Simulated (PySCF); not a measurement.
**Ta₃: relaxation and vibrations of the quartet**

Where does quartet Ta₃ go from a equilateral triangle start, is the end point a minimum, and what are its modes, charges and moments?

Program: PySCF 2.14.0. Level of theory: PBE0, basis Ta def2-TZVP with ECP60, scalar-relativistic core potentials, no spin–orbit coupling, density fitting. These are calculated values, not measurements.

## Step 1: The starting structure

3 atoms, charge 0, spin multiplicity 4.

Bond lengths: Ta1–Ta2 2.920 Å, Ta1–Ta3 2.920 Å, Ta2–Ta3 2.920 Å. Angles: Ta2–Ta1–Ta3 60.0°, Ta1–Ta2–Ta3 60.0°, Ta1–Ta3–Ta2 60.0°.

Z-matrix (Å, degrees; charge 0 multiplicity 4):
```
Ta
Ta 1 2.9200
Ta 2 2.9200 1 60.00
```

## Step 2: The SCF at the typed geometry

One driver script runs all steps and calls PySCF; scf.py shows how it sets up the SCF of each step. The optimiser is the driver's own. After this first run the driver tries any further starts and a stability analysis.

Input file scf.py:

```python
from pyscf import gto, scf, dft
mol = gto.M(atom='''
Ta     0.842930    -1.460000     0.000000
Ta    -1.685860     0.000000     0.000000
Ta     0.842930     1.460000     0.000000''',
    basis={'Ta': 'def2-TZVP'},
    ecp={'Ta': 'def2-TZVP'},
    charge=0, spin=3)
mf = dft.UKS(mol, xc='PBE0')
mf.grids.atom_grid = (50, 194)
aux = {'Ta': 'def2-universal-JKFIT'}
mf = mf.density_fit(auxbasis=aux)
mf.conv_tol = 1e-08
mf.diis_space = 10
mf.max_cycle = 60
mf.init_guess = 'minao'
mf.verbose = 4
mf.kernel()
```

The run is started by

```console
$ OMP_NUM_THREADS=4 python axn.py task.json out
```

Further steps of the session: Relaxation: equilateral triangle start, quartet; Relaxing without the symmetry constraint; Vibrations and properties at this point.

**Question.** What will these runs give? Wanted: minimum; geometry; wavenumbers; dipole moment; highest occupied, lowest empty level; polar-tensor charge of Ta1; zero-point energy; atomisation energy; ⟨S²⟩.

The runs gave:

| quantity | value |
| --- | --- |
| minimum | broken-symmetry (Ms = 3/2), C2v |
| geometry | Ta–Ta 2.431 Å (×2), Ta–Ta 2.516 Å; Ta–Ta–Ta 58.8° (×2), Ta–Ta–Ta 62.3° |
| wavenumbers (cm⁻¹) | 135 (b2), 183 (a1), 252 (a1) |
| dipole moment | 0.32 D |
| highest occupied, lowest empty level (either spin) | -4.20, -2.18 eV |
| polar-tensor charge of Ta1 | -0.00 e |
| zero-point energy | 3.4 kJ/mol |
| entropy at 298.15 K | 352.0 J/(mol K) |
| atomisation energy (no zero-point energy) | 759 kJ/mol |
| ⟨S²⟩ | 4.455 |

In words: The equilateral triangle start (D3h) ends in a minimum of C2v symmetry. The determinant is spin-contaminated (⟨S²⟩ = 4.45 against 3.75), so it is no pure spin state. The first SCF alone would have been 96 kJ/mol too high. Only this shape and spin were tried, so other structures or states may lie lower. One determinant may miss the lowest occupation of an open d or f shell. Spin–orbit coupling, left out here, can matter for elements this heavy.
